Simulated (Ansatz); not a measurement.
# Cu4O: the cost of one run

Computed with Ansatz 0.2.0 (DFT PBE, scalar-relativistic, plane waves, PAW, unless a step's input says otherwise).

1 further run of the same task is left out (it didn't finish).

**1. The system as given**

Symmetry: Pm-3m, No. 221, cubic system. The conventional cell has a = 3.865 Å, b = 3.865 Å, c = 3.865 Å, α = 90.00°, β = 90.00°, γ = 90.00°. Cu (site symmetry 4/mmm) is surrounded by 10 Cu at 1.93 to 2.73 Å and 4 O at 2.73 Å. Around Cu (site symmetry m-3m) lie 6 Cu at 1.93 Å. Around O (site symmetry m-3m) lie 12 Cu at 2.73 Å.

Structure file:

```
CELL_PARAMETERS angstrom
3.86535 0.00000 0.00000
0.00000 3.86535 0.00000
0.00000 0.00000 3.86535
ATOMIC_POSITIONS crystal
Cu 0.50000 0.00000 0.00000
Cu 0.00000 0.50000 0.00000
Cu 0.00000 0.00000 0.50000
Cu 0.00000 0.00000 0.00000
O 0.50000 0.50000 0.50000
```

The cell is invented: random cell by space group and Wyckoff sites (Pm-3m, No. 221). The dimensions are guesses.

**2. The guess as it stands, on a coarse mesh**

The input, input.yaml:

```yaml
crystal:
  lattice:
    - [3.8653538, 0.0, 0.0]
    - [0.0, 3.8653538, 0.0]
    - [0.0, 0.0, 3.8653538]
  atoms:
    - { symbol: Cu, position: [0.5, 0.0, 0.0], spin: 1.0 }
    - { symbol: Cu, position: [0.0, 0.5, 0.0], spin: 1.0 }
    - { symbol: Cu, position: [0.0, 0.0, 0.5], spin: 1.0 }
    - { symbol: Cu, position: [0.0, 0.0, 0.0], spin: 1.0 }
    - { symbol: O, position: [0.5, 0.5, 0.5] }
basis:
  ecutwfc: 420
kpoints:
  mp_grid: { grid: [4, 4, 4] }
hamiltonian:
  xc: pbe
scf:
  occupations: { method: gaussian, width: 0.1 }
  lower_state_search: "off"
output:
  forces: true
  stress: true
  eigenvalues: true
  populations: true
magnetization:
  spin_polarized: true
```

Launch:

```
$ ansatz run input.yaml --threads 1 --pin off --max-ram 2560MiB --backend cpu --events-out ev --progress --plain --runs-dir out
```

What time and memory should one allow on 1 thread of Intel Xeon 6975P-C (Granite Rapids), shared host?

About 3.8 s, with a peak of 0.38 GiB.
